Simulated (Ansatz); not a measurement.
# Cs5Ga2O6: the cost of one run

Method: DFT PBEsol, plane waves, PAW, scalar-relativistic, no spin polarisation, in Ansatz 0.2.0.

**1. Starting point**

The cell holds 13 atoms (Cs5Ga2O6): a = 7.195 Å, b = 7.195 Å, c = 7.247 Å, α = 98.36°, β = 98.36°, γ = 114.98°.

As a file:

```cif
data_structure
_symmetry_space_group_name_H-M 'P 1'
_symmetry_Int_Tables_number 1
_cell_length_a 7.1950
_cell_length_b 7.1950
_cell_length_c 7.2465
_cell_angle_alpha 98.364
_cell_angle_beta 98.364
_cell_angle_gamma 114.976
_cell_volume 327.37
loop_
_atom_site_label
_atom_site_type_symbol
_atom_site_fract_x
_atom_site_fract_y
_atom_site_fract_z
_atom_site_occupancy
Cs1 Cs 0.62880 0.62880 0.33797 1
Cs2 Cs 0.20142 0.79858 0.50000 1
Cs3 Cs 0.25941 0.74059 0.00000 1
Cs4 Cs 0.74059 0.25941 0.00000 1
Cs5 Cs 0.37120 0.37120 0.66203 1
Ga1 Ga 0.84206 0.84206 0.85037 1
Ga2 Ga 0.15794 0.15794 0.14963 1
O1 O 0.90286 0.90286 0.12843 1
O2 O 0.85109 0.60009 0.73411 1
O3 O 0.60009 0.85109 0.73411 1
O4 O 0.39991 0.14891 0.26589 1
O5 O 0.14891 0.39991 0.26589 1
O6 O 0.09714 0.09714 0.87157 1
```

**2. Run 1**

200 steps of 1 fs under a Langevin thermostat at 500 K.

Input file input.yaml:

```yaml
crystal:
  lattice:
    - [3.867129, -6.067405, 0.0]
    - [3.867129, 6.067405, 0.0]
    - [-1.961139, 0.0, 6.976116]
  atoms:
    - { symbol: Cs, position: [0.6288005, 0.6288005, 0.3379743] }
    - { symbol: Cs, position: [0.2014154, 0.7985846, 0.5] }
    - { symbol: Cs, position: [0.2594061, 0.7405939, 0.0] }
    - { symbol: Cs, position: [0.7405939, 0.2594061, 0.0] }
    - { symbol: Cs, position: [0.3711995, 0.3711995, 0.6620257] }
    - { symbol: Ga, position: [0.842063, 0.842063, 0.8503701] }
    - { symbol: Ga, position: [0.157937, 0.157937, 0.1496299] }
    - { symbol: O, position: [0.9028629, 0.9028629, 0.1284267] }
    - { symbol: O, position: [0.8510907, 0.6000942, 0.7341058] }
    - { symbol: O, position: [0.6000942, 0.8510907, 0.7341058] }
    - { symbol: O, position: [0.3999058, 0.1489093, 0.2658942] }
    - { symbol: O, position: [0.1489093, 0.3999058, 0.2658942] }
    - { symbol: O, position: [0.0971371, 0.0971371, 0.8715733] }
total_charge: -1
basis:
  ecutwfc: 150.0
kpoints:
  mp_grid: { grid: [2, 2, 1] }
hamiltonian:
  xc: pbesol
scf:
  occupations: { method: fermi_dirac, width: 0.05 }
  lower_state_search: "off"
  max_iter: 84
md:
  timestep: 1
  n_steps: 200
  ensemble: nvt_langevin
  temperature: 500.0
  initial_velocities: maxwell_boltzmann
  seed: 709961
  friction: 0.05
```

Launch:

```bash
ansatz run input.yaml --threads 1 --pin off --max-ram 3072MiB --backend cpu --events-out ev --progress --plain --runs-dir out
```

What time and memory should one allow on 1 thread of Arm Neoverse V1, shared host?

About 4.9 min, with a peak of 0.36 GiB.
